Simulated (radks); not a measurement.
# Polarisabilities and dispersion coefficients of Ne, Mg²⁺, Al³⁺ and others

The task here is to estimate one member of a computed series from the others.

Program: radks (a radial shooting solver on a logarithmic mesh, Libxc functionals) version 1. Level of theory: scalar-relativistic Kohn-Sham, exchange-only LDA, spin-polarised, spherical densities, finite nucleus. These are calculated values, not measurements, unless marked.

## The system

| Quantity | Value |
| --- | --- |
| species | Ne ([Ne]), Mg²⁺ ([Ne]), Al³⁺ ([Ne]), Si⁴⁺ ([Ne]), P⁵⁺ ([Ne]), S⁶⁺ ([Ne]), Cl⁷⁺ ([Ne]), Ar⁸⁺ ([Ne]) |

The first run:

Settings of this run:

```text
Z 10
configuration [Ne]
relativity scalar-relativistic
functional lda,
spin polarised
nucleus finite rms 3.0055 fm
c 137.035999084
response adiabatic LDA kernel
```

Among the steps run: Ne, [Ne]; Mg²⁺, [Ne]; Al³⁺, [Ne]; Si⁴⁺, [Ne]; P⁵⁺, [Ne]; S⁶⁺, [Ne]; Cl⁷⁺, [Ne]; Ar⁸⁺, [Ne].

One table of the session follows, with a row left open; its other results are not shown here.

| species | −ε(HOMO) (eV) | α (bohr³) | α uncoupled (bohr³) | C6 (hartree bohr⁶) | C8 (hartree bohr⁸) |
| --- | --- | --- | --- | --- | --- |
| Ne | 12.043 | 3.267 | 3.757 | 8.006 | 130.5 |
| Mg²⁺ | ? | ? | ? | ? | ? |
| Al³⁺ | 102.16 | 0.2867 | 0.3234 | 0.2694 | 1.200 |
| Si⁴⁺ | 146.40 | 0.1728 | 0.1936 | 0.1294 | 0.4428 |
| P⁵⁺ | 197.59 | 0.1113 | 0.1239 | 0.06814 | 0.1853 |
| S⁶⁺ | 255.70 | 0.07531 | 0.08328 | 0.03844 | 0.08522 |
| Cl⁷⁺ | 320.70 | 0.05294 | 0.05822 | 0.02290 | 0.04224 |
| Ar⁸⁺ | 392.60 | 0.03838 | 0.04200 | 0.01426 | 0.02224 |

Estimate the missing values for Mg²⁺.

The run gave: −ε(HOMO) (eV): 64.917; α (bohr³): 0.5229; α uncoupled (bohr³): 0.5946; C6 (hartree bohr⁶): 0.6379; C8 (hartree bohr⁸): 3.891. In the column «−ε(HOMO) (eV)» it lies between Ne (12.043) and Al³⁺ (102.16).

C8 is given only where no p, d or f shell is open.
